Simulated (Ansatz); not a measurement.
# In2S: the cost of one run

Computed with Ansatz 0.2.0 (DFT PBE, scalar-relativistic, plane waves, PAW, unless a step's input says otherwise).

## (1) The system as given

Symmetry: P-4m2, No. 115, tetragonal system. Conventional cell: a = 3.945 Å, b = 3.945 Å, c = 5.443 Å, α = 90.00°, β = 90.00°, γ = 90.00°. In (site symmetry 2mm) has 2 S at 2.70 Å as nearest neighbours. S (site symmetry -4m2) is surrounded by 4 In at 2.70 Å.

Coordinates:

```cif
data_structure
_symmetry_space_group_name_H-M 'P-4m2'
_symmetry_Int_Tables_number 115
_cell_length_a 3.9452
_cell_length_b 3.9452
_cell_length_c 5.4435
_cell_angle_alpha 90.000
_cell_angle_beta 90.000
_cell_angle_gamma 90.000
_cell_volume 84.72
loop_
_atom_site_label
_atom_site_type_symbol
_atom_site_symmetry_multiplicity
_atom_site_Wyckoff_symbol
_atom_site_fract_x
_atom_site_fract_y
_atom_site_fract_z
_atom_site_occupancy
In1 In 2 g 0.50000 0.00000 0.66184 1
S1 S 1 a 0.00000 0.00000 0.00000 1
```

It is the end of an earlier relaxation with the same method, from a generated guess; it is a trial structure. At a tolerance of 0.05 Å it has space group P-4m2 (No. 115); it has 28.24 Å³/atom, an uncorrected energy of -0.28 eV/atom over the elements.

## (2) Electronic structure at the relaxed geometry

input.yaml

```yaml
crystal:
  lattice:
    - [3.9451609647, 0.0, 0.0]
    - [0.0, 3.9451609647, 0.0]
    - [0.0, 0.0, 5.443491313]
  atoms:
    - { symbol: In, position: [0.5, 0.0, 0.6618436126] }
    - { symbol: In, position: [0.0, 0.5, 0.3381563874] }
    - { symbol: S, position: [0.0, 0.0, 0.0] }
basis:
  ecutwfc: 420
kpoints:
  mp_grid: { grid: [12, 12, 8] }
  band_path:
    path:
      - [[0.0, 0.0, 0.0], [0.0, 0.5, 0.0], [0.5, 0.5, 0.0], [0.0, 0.0, 0.0], [0.0, 0.0, 0.5], [0.0, 0.5, 0.5], [0.5, 0.5, 0.5], [0.0, 0.0, 0.5]]
      - [[0.0, 0.5, 0.0], [0.0, 0.5, 0.5]]
      - [[0.5, 0.5, 0.0], [0.5, 0.5, 0.5]]
    npoints: 14
hamiltonian:
  xc: pbe
scf:
  occupations: { method: gaussian, width: 0.1 }
  n_extra_bands: 7
output:
  forces: true
  stress: true
  eigenvalues: true
  populations: true
  dos: { projected: true, de: 0.02, nscf_kmesh: { grid: [15, 15, 10] } }
  bader: true
  write_density: true
  write_potential: true
  elf: true
  volumetric_format: npy
```

Launch:

```
$ ansatz run input.yaml --threads 1 --pin off --max-ram 2048MiB --backend cpu --events-out ev --progress --plain --runs-dir out
```

**Question.** How long does this run take on 1 thread of Arm Neoverse V1, shared host, and how much memory does it need?

About 1.7 min, with a peak of 0.54 GiB.
